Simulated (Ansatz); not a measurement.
# PIr2 (antifluorite): the cost of one run

Program: Ansatz 0.2.0. Level of theory: DFT PBEsol, spin-orbit coupling, plane waves, PAW. These are calculated values, not measurements.

## (1) The system as given

It takes space group Fm-3m (No. 225, cubic). Conventional cell: a = 5.587 Å, b = 5.587 Å, c = 5.587 Å, α = 90.00°, β = 90.00°, γ = 90.00°. Ir (site symmetry -43m) is surrounded by 4 P at 2.42 Å. P (site symmetry m-3m) has 8 Ir at 2.42 Å as nearest neighbours.

As a file:

```cif
data_structure
_symmetry_space_group_name_H-M 'P 1'
_symmetry_Int_Tables_number 1
_cell_length_a 3.9504
_cell_length_b 3.9504
_cell_length_c 3.9504
_cell_angle_alpha 60.000
_cell_angle_beta 60.000
_cell_angle_gamma 60.000
_cell_volume 43.59
loop_
_atom_site_label
_atom_site_type_symbol
_atom_site_fract_x
_atom_site_fract_y
_atom_site_fract_z
_atom_site_occupancy
Ir1 Ir 0.25000 0.25000 0.25000 1
Ir2 Ir 0.75000 0.75000 0.75000 1
P1 P 0.00000 0.00000 0.00000 1
```

## (2) Volume × 1.02

File input.yaml:

```yaml
crystal:
  lattice:
    - [0.0, 2.793378019, 2.793378019]
    - [2.793378019, 0.0, 2.793378019]
    - [2.793378019, 2.793378019, 0.0]
  atoms:
    - { symbol: Ir, position: [0.25, 0.25, 0.25] }
    - { symbol: Ir, position: [0.75, 0.75, 0.75] }
    - { symbol: P, position: [0.0, 0.0, 0.0] }
scf:
  occupations: { method: gaussian, width: 0.05 }
output:
  forces: true
  stress: true
  eigenvalues: true
  write_density: true
  write_potential: true
  elf: true
  volumetric_format: npy
hamiltonian:
  xc: pbesol
magnetization:
  noncollinear: true
  spin_orbit: true
basis:
  ecutwfc: 420
kpoints:
  mp_grid: { grid: [12, 12, 12] }
```

Launch:

```bash
ansatz run input.yaml --threads 1 --pin off --max-ram 2867MiB --backend cpu --events-out ev --progress --plain --runs-dir out
```

**Question.** How long does this run take on 1 thread of Intel Xeon at 2.30GHz, shared host, and how much memory does it need?

About 23 s, with a peak of 0.59 GiB.
